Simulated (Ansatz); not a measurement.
# CH6FGeNO: a ladder of functionals and wavefunction methods

How much do the methods differ for CH6FGeNO? The plan is to run it at one geometry with functionals of several rungs and with coupled cluster. The yardstick is the atomisation energy at the CCSD(T) limit.

Computed with Ansatz 0.2.0, Gaussian basis. Level: functionals in def2-TZVPP, the program's frozen cores in correlated methods.

Plan: LDA (SPW92), PBE-D4, revPBE-D4, BLYP-D4, r2SCAN-D4, B97M-V, PBE0-D4, B3LYP-D4, r2SCANh-D4, r2SCAN0-D4, HSE06-D4, BHLYP-D4, CAM-B3LYP-D4, LC-ωPBE, ωB97X-V, ωB97M-V, B2PLYP, PBE-QIDH; CCSD(T)/def2-SVP; CCSD(T)/def2-TZVPP; MP2/def2-QZVPP; extrapolation to the limit; RPA on PBE.

## (1) The relaxed structure

All runs share one geometry, relaxed beforehand with PBE0-D4 in a triple-zeta def2 set.

11 atoms, charge 0, spin multiplicity 1.

Atoms are counted from 1 here; the program's logs count them from 0.

Bond lengths: N1–Ge2 1.823 Å, N1–H6 1.009 Å, N1–H7 1.008 Å, Ge2–O3 1.780 Å, Ge2–C4 1.977 Å, Ge2–H8 1.538 Å, O3–H9 0.961 Å, C4–F5 1.392 Å, C4–H10 1.093 Å, C4–H11 1.094 Å. Angles: Ge2–N1–H6 115.0°, Ge2–N1–H7 117.9°, H6–N1–H7 110.8°, N1–Ge2–O3 108.3°, N1–Ge2–C4 106.3°, N1–Ge2–H8 115.1°, O3–Ge2–C4 110.1°, O3–Ge2–H8 104.2°, C4–Ge2–H8 112.8°, Ge2–O3–H9 110.3°, Ge2–C4–F5 109.6°, Ge2–C4–H10 110.6°, Ge2–C4–H11 111.3°, F5–C4–H10 108.4°, F5–C4–H11 108.0°, H10–C4–H11 108.9°.

Geometry (Å):

| atom | x (Å) | y (Å) | z (Å) |
| --- | --- | --- | --- |
| N1 | -0.9341 | 1.3772 | -0.1309 |
| Ge2 | -0.4049 | -0.3386 | -0.4437 |
| O3 | 0.4247 | -0.3882 | -2.0180 |
| C4 | 0.8577 | -0.8034 | 1.0048 |
| F5 | 1.3288 | 0.3603 | 1.6052 |
| H6 | -0.6170 | 1.7682 | 0.7437 |
| H7 | -1.8998 | 1.6111 | -0.2982 |
| H8 | -1.5478 | -1.3581 | -0.5866 |
| H9 | 0.7727 | 0.4799 | -2.2386 |
| H10 | 1.7128 | -1.3560 | 0.6073 |
| H11 | 0.3723 | -1.4093 | 1.7755 |

## (2) LDA

This LDA is Slater exchange with PW92 correlation.

Contents of in.yaml:

```yaml
crystal:
  periodic: [false, false, false]
  atoms:
    - {symbol: N, position_ang: [-0.934076, 1.377245, -0.130936]}
    - {symbol: Ge, position_ang: [-0.404882, -0.338632, -0.443684]}
    - {symbol: O, position_ang: [0.424695, -0.388209, -2.017956]}
    - {symbol: C, position_ang: [0.857703, -0.803363, 1.004825]}
    - {symbol: F, position_ang: [1.328810, 0.360272, 1.605193]}
    - {symbol: H, position_ang: [-0.617035, 1.768151, 0.743736]}
    - {symbol: H, position_ang: [-1.899826, 1.611125, -0.298170]}
    - {symbol: H, position_ang: [-1.547783, -1.358070, -0.586627]}
    - {symbol: H, position_ang: [0.772654, 0.479890, -2.238568]}
    - {symbol: H, position_ang: [1.712778, -1.356043, 0.607315]}
    - {symbol: H, position_ang: [0.372261, -1.409266, 1.775472]}
basis:
  gaussian: {orbitals: def2-TZVPP}
hamiltonian: {xc: lda}
output: {orbitals: {seedname: orbitals}}
```

Started as:

```console
$ ansatz run in.yaml --threads 4 --pin off --events-out ev --progress --plain --max-ram 10444MiB
```

Further steps of the session: PBE-D4 (GGA); revPBE-D4 (GGA); BLYP-D4 (GGA); r2SCAN-D4 (meta-GGA); B97M-V (meta-GGA); B3LYP-D4 (hybrid); r2SCANh-D4 (hybrid); r2SCAN0-D4 (hybrid); HSE06-D4 (hybrid); BHLYP-D4 (hybrid); CAM-B3LYP-D4 (range-separated); LC-ωPBE (range-separated); ωB97X-V (range-separated); ωB97M-V (range-separated); B2PLYP (double hybrid); PBE-QIDH (double hybrid); CCSD(T) in def2-SVP; CCSD(T) in def2-TZVPP; MP2 in def2-QZVPP; RPA on PBE orbitals.

**Question.** What will the summary of the whole plan be? Wanted: atomisation energy, CCSD(T)/CBS; farthest beyond LDA; mean size of error, GGA; mean size of error, meta-GGA; mean size of error, hybrid; mean size of error, range-separated; mean size of error, double hybrid; gap, smallest and largest; T1 diagnostic.

As calculated:

| quantity | value |
| --- | --- |
| atomisation energy, CCSD(T)/CBS | 3822.2 kJ/mol |
| functionals within 38.2 kJ/mol (1.0 %) | BLYP-D4, r2SCAN-D4, B97M-V, B3LYP-D4, CAM-B3LYP-D4, LC-ωPBE, ωB97X-V, ωB97M-V |
| farthest beyond LDA | BHLYP-D4 (-172.6 kJ/mol) |
| mean size of error, GGA | 43.5 kJ/mol |
| mean size of error, meta-GGA | 21.3 kJ/mol |
| mean size of error, hybrid | 74.3 kJ/mol |
| mean size of error, range-separated | 12.6 kJ/mol |
| mean size of error, double hybrid | 63.6 kJ/mol |
| gap, smallest and largest | 5.57 eV (BLYP-D4), 13.11 eV (LC-ωPBE) |
| T1 diagnostic | 0.0113 |
| triples share of the correlation energy | 3.4 % |

What this shows: LDA overbinds by 602.1 kJ/mol (16 %). PBE-D4 misses by +56.7 kJ/mol. Double hybrids carry the basis error of their MP2 part in triple zeta, and no dispersion term here, so their miss is partly the set-up's. The rungs range-separated, meta-GGA miss on average by less than the doubt on the reference (38.2 kJ/mol), so they tie. Misses under about 38.2 kJ/mol are within the doubt on the reference itself, which lacks core-valence correlation, relativity and higher excitations, and its outer-core shells are covered unevenly. Hartree-Fock recovers 68 % of the binding; the rest is correlation. CCSD(T) in def2-SVP is off by -290.6 kJ/mol, more than most functionals: a good method in a small basis is no reference. The gap grows from 5.6 to 13.1 eV across the functionals, mostly with the share of exact exchange. Correlated methods include outer-core shells of Ge, which these sets cover unevenly.
